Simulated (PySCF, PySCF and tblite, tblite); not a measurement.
# C3H9NOSi: a path driven as rotation about a bond, and NMR exchange

The task here is to estimate one member of a computed series from the others.

Programs: PySCF 2.14.0 with density-fitted response routines of our own, and tblite 0.8.0. All values are computed, except where a source is named. Atoms count from 0 throughout.

### The molecule as given

15 atoms, charge 0, multiplicity 1; geometry from: force field or distance geometry start.

Bonds of the start (Å): C0–H6 1.10, C0–H7 1.09, C0–H8 1.10, C0–N1 1.44, C2–H10 1.09, C2–H11 1.10, C2–H9 1.08, C3–O4 1.21, C3–Si5 1.92, N1–C2 1.47, N1–C3 1.41, Si5–H12 1.49, Si5–H13 1.49, Si5–H14 1.48.

Set-up of the first run:

What the job is given:

```
{"job": {"xc": "GFN2-xTB", "basis": "xTB", "kind": "relax"}, "charge": 0, "multiplicity": 1}
C     -1.683800     0.512700    -1.348600
N     -0.572100    -0.019100    -0.609700
C     -0.891100    -0.796800     0.593700
C      0.713400     0.465900    -0.903800
O      0.940700     1.218500    -1.825200
Si     2.282700     0.014000     0.108400
H     -2.196100     1.266000    -0.731700
H     -1.368800     0.990700    -2.277700
H     -2.382500    -0.298600    -1.582500
H     -0.059500    -1.389100     0.944100
H     -1.207300    -0.100900     1.377600
H     -1.729900    -1.476700     0.363700
H      3.468000     0.851700    -0.222200
H      2.031900     0.179400     1.568500
H      2.649900    -1.409900    -0.077800
```

The run is started by

```bash
> OMP_NUM_THREADS=1 python ens_run.py task.json out
```

One launch serves the whole session.

Among the steps run: GFN2-xTB relaxation, start minimum; Relaxed scan, rotation; Nudged elastic band, leg 1; Saddle search, leg 1; Saddle search, other pyramid; DFT refinement, start: B3LYP-D3(BJ)/def2-SVP; Shieldings, start: PBE0/pcSseg-1 in water; Shieldings, saddle of leg 1: PBE0/pcSseg-1 in water; Single-point energy: PBE0/pcSseg-1 in water; The path in numbers; Shieldings, start: PBE0/pcSseg-1 in cyclohexane; Single-point energy, saddle of leg 1: PBE0/pcSseg-1 in cyclohexane; Second level: PBE0/pcSseg-1 + D3(BJ), IEF-PCM cyclohexane.

One table of the session follows, with a row left open; its other results are not shown here.

Barriers by level (kcal/mol; entropies in cal/(mol K)). Zero-point and thermal terms come from xTB in every row. ΔG‡ leaves symmetry out; the rate counts equivalent paths (a factor of 2) and all 2 saddles; effective ΔG‡, where given, is the barrier that would give that rate by Eyring's equation alone:

| level | ΔE‡ | with zero-point | ΔH‡ | ΔG‡ (298 K) | k at 298 K (1/s) |
| --- | --- | --- | --- | --- | --- |
| GFN2-xTB | 17.91 | 17.37 | 16.98 | 17.80 | 1.2 |
| B3LYP-D3(BJ)/def2-SVP | 19.41 | 18.87 | 18.48 | 19.30 | 0.09 |
| PBE0/pcSseg-1 + D3(BJ), IEF-PCM water | 21.63 | 21.09 | 20.70 | 21.52 | 0.0025 |
| PBE0/pcSseg-1 + D3(BJ), IEF-PCM cyclohexane | ? | ? | ? | ? | ? |

**Question.** Estimate the row for PBE0/pcSseg-1 + D3(BJ), IEF-PCM cyclohexane.

The run gave: ΔE‡: 20.45; with zero-point: 19.91; ΔH‡: 19.51; ΔG‡ (298 K): 20.34; k at 298 K (1/s): 0.016. In the column «ΔE‡» it lies between B3LYP-D3(BJ)/def2-SVP (19.41) and PBE0/pcSseg-1 + D3(BJ), IEF-PCM water (21.63).
